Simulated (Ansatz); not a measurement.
The system is In3Se.

```
In Se
1.0
     4.80376    0.00000    0.00000
     0.00000    4.80376    0.00000
     0.00000    0.00000    4.80376
In Se
3 1
Cartesian
  2.4019 2.4019 0.0000
  2.4019 0.0000 2.4019
  0.0000 2.4019 2.4019
  0.0000 0.0000 0.0000
```

The cell comes from a database or a generator and needn't be the stable form of this composition.

Base run:

```yaml
Program: Ansatz 0.2.0
Functional: LDA
Potentials_or_basis: all-electron LAPW, scalar-relativistic
Cutoff: 147 eV
Density_cutoff: 589 eV
Basis_error_allowed: 0.002 eV/atom
k_mesh: 6 × 6 × 6
Occupations: fermi-dirac, width 0.05 eV
Spin: no spin polarisation
```

Its results: pressure -4.3 GPa.

Question: The run is repeated on the same cell with these changes: functional from LDA to PBEsol. What comes out?

Answer: Pressure -2.9 GPa.

PBEsol binds less tightly than LDA, so the same cell stands under more pressure.

Not every run made on this cell is shown here.
